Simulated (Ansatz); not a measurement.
# AlGaGeH (doublet): from Hartree-Fock to the top rungs, cc-pVDZ

One table from this session's results is given with a row withheld; the runs are named, their logs left out.

Method: cc-pVDZ, core rule «outside noble gas», up to 33 orbitals frozen; program: Ansatz 0.2.0, Gaussian basis.

Plan: UHF; CCSD(T) on ROHF; BCCD(T) on ROHF; CISD as a restricted active space (open shells left free, so some higher excitations enter); CCSDT(Q) on ROHF; CASSCF and MRCISD+Q, 9 electrons in 9 orbitals; CASSCF and NEVPT2, 9 electrons in 9 orbitals.

22 further runs of the same task are left out: 10 that didn't finish, 12 set aside as unsound or not needed. Runs told in other sessions of the task aren't counted.

**The geometry**

The geometry is a PBE0/def2-TZVP stationary point (not a proven minimum) of the parent state, kept for this charge and spin. No spin-orbit coupling is included. The filled d shell of Ge, Ga may be among the frozen orbitals whatever the setting's name suggests.

4 atoms, charge 0, spin multiplicity 2.

Atoms are counted from 1 here; the program's logs count them from 0.

Bond lengths: Al1–Ge2 2.571 Å, Al1–Ga3 2.638 Å, Ge2–Ga3 2.495 Å, Ga3–H4 1.577 Å. Angles: Ge2–Al1–Ga3 57.2°, Al1–Ge2–Ga3 62.7°, Al1–Ga3–Ge2 60.0°, Al1–Ga3–H4 158.9°, Ge2–Ga3–H4 141.1°.

The first run:

in.yaml

```yaml
crystal:
  periodic: [false, false, false]
  atoms:
    - {symbol: Al, position_ang: [0.000000, -1.914310, 0.244472]}
    - {symbol: Ge, position_ang: [0.000000, 0.476795, 1.188153]}
    - {symbol: Ga, position_ang: [0.000000, 0.228290, -1.294670]}
    - {symbol: H, position_ang: [0.000000, 1.090955, -2.614622]}
basis:
  gaussian: {orbitals: cc-pVDZ}
magnetization: {spin_polarized: true, initial_magnetization: 1}
hamiltonian: {xc: hf}
output: {orbitals: {seedname: orbitals}}
```

The run is started by

```sh
$ ansatz run in.yaml --threads 1 --pin off --events-out ev --progress --plain --max-ram 2393MiB
```

Among the steps run: UHF; CCSD(T) on ROHF; BCCD(T) on ROHF; CISD as a restricted active space (open shells left free, so some higher excitations enter); CCSDT(Q) on ROHF; CASSCF and MRCISD+Q, 9 electrons in 9 orbitals; CASSCF and NEVPT2, 9 electrons in 9 orbitals.

One of the session's tables, all rows but one given; the rest of the session is left out.

| method | from RCCSDT(Q) (kcal/mol) |
| --- | --- |
| ROHF | +156.46 |
| RMP2 | +28.54 |
| RCCSD | +11.82 |
| RCCSD(T) | +2.02 |
| BCCD(T) | ? |
| RCCSDT | +1.12 |
| RCCSDT(Q) | 0 |
| CASSCF frontier | +103.35 |
| NEVPT2 frontier | +26.37 |
| MRCISD frontier | +12.20 |
| MRCISD+Q frontier | +1.43 |

**Question.** Estimate the row for BCCD(T).

The run gave: from RCCSDT(Q) (kcal/mol): +1.99. In the column «from RCCSDT(Q) (kcal/mol)» it lies between MRCISD+Q frontier (+1.43) and RCCSD(T) (+2.02).

Not comparable, so not listed: CISD as a restricted active space (open shells left free, so some higher excitations enter) (they don't share determinant, frozen orbitals or solution with the rows shown, or repeat one).
